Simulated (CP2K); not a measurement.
Crystal: SiO.

```
Si O
1.0
     3.44169    0.00000    0.00000
     1.72084    2.98059    0.00000
     1.72084    0.99353    2.81013
Si O
1 1
Direct
  0.75000 0.75000 0.75000
  0.00000 0.00000 0.00000
```

The cell was built by a generator and needn't be a form met in nature.

* Program: CP2K 2026.2
* Task: single point
* Functional: PBE
* Potentials or basis: POTENTIAL_UZH Si GTH-PBE-q4, O GTH-PBE-q6; TZVP-MOLOPT-PBE-GTH basis
* Density cutoff: 8163 eV
* k mesh: 9 × 9 × 9
* Occupations: fermi-dirac, width 0.05 eV
* Spin: no spin polarisation

On this cell: pressure 0.2 GPa; largest force zero by symmetry; band gap on the k mesh none (metal or under the smearing width).

The same run follows on a disturbed copy (atoms moved at random, drawn with an rms of 0.05 Å):

```
CELL_PARAMETERS angstrom
3.44169 0.00000 0.00000
1.72084 2.98059 0.00000
1.72084 0.99353 2.81013
ATOMIC_POSITIONS crystal
Si 0.75482 0.74321 0.75572
O 0.97081 0.99968 0.01271
```

Q: What changes?

A: The energy (extrapolated to zero smearing) moves by -3.6 meV/atom; pressure 0.3 GPa; largest force 0.150 eV/Å; band gap on the k mesh none (metal or under the smearing width).

Forces in eV/Å, atoms in the order of the input:
```
Si   0.147 -0.010 -0.010
O   -0.149  0.011  0.012
```

Stress tensor (GPa, compression positive):
```
 0.58 -0.23 -0.17
-0.23  0.15 -0.13
-0.17 -0.13  0.24
```

The energy falls, though the first cell shows no forces: that form is unstable against this distortion, unless noise or another electronic state is at work.

Caveats: the basis of atomic orbitals isn't converged, which shifts pressures, moduli and gaps.
